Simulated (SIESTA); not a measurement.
**BiTe under changes of volume**

One of the cells (33.725 Å³/atom); the others are scaled copies at fixed shape and fractional positions:

```
Bi Te
1.0
     2.42271    1.39875    3.31729
    -2.42271    1.39875    3.31729
     0.00000   -2.79750    3.31729
Bi Te
1 1
Direct
  0.50000 0.50000 0.50000
  0.00000 0.00000 0.00000
```

The cell comes from a database or a generator and needn't be the stable form of this composition.

| Quantity | Value |
| --- | --- |
| Program | SIESTA 5.4.2 |
| Functional | LDA |
| Potentials or basis | PseudoDojo 0.4 standard (LDA files) |
| Basis | DZP (energy shift 0.003 Ry; two zetas on semicore shells) |
| Grid cutoff | 500 Ry |
| Energy shift | 0.003 Ry |
| k mesh | 7 × 7 × 7 |
| Occupations | fermi-dirac, width 0.05 eV |
| Spin | no spin polarisation |

```tsv
volume (Å³/atom)	energy over the lowest point (meV/atom)	pressure (GPa)
31.701	0.06	0.6
32.376	0.00	-0.6
33.050	4.65	-1.6
33.725	13.50	-2.6
34.399	26.10	-3.4
35.074	42.12	-4.2
35.748	?	?
```

Task: What does the run at 35.748 Å³/atom give?

Result: Energy over the lowest point 61.14 meV/atom; pressure -4.8 GPa.

Worked out: A Birch-Murnaghan fit of order 3 (a polynomial in V^(-2/3)) to the other rows has its minimum at 32.04 Å³/atom with B0 = V·E''(V) = 56 GPa and B' = 4.2 at fixed shape and positions, which overstates the stiffness. It gives 61.14 meV/atom at 35.748 Å³/atom, against the run's 61.14, and -dE/dV = -4.9 GPa, against -4.8.

Energies are extrapolated to zero smearing.

Caveats: the basis of atomic orbitals isn't converged, which shifts pressures, moduli and gaps.
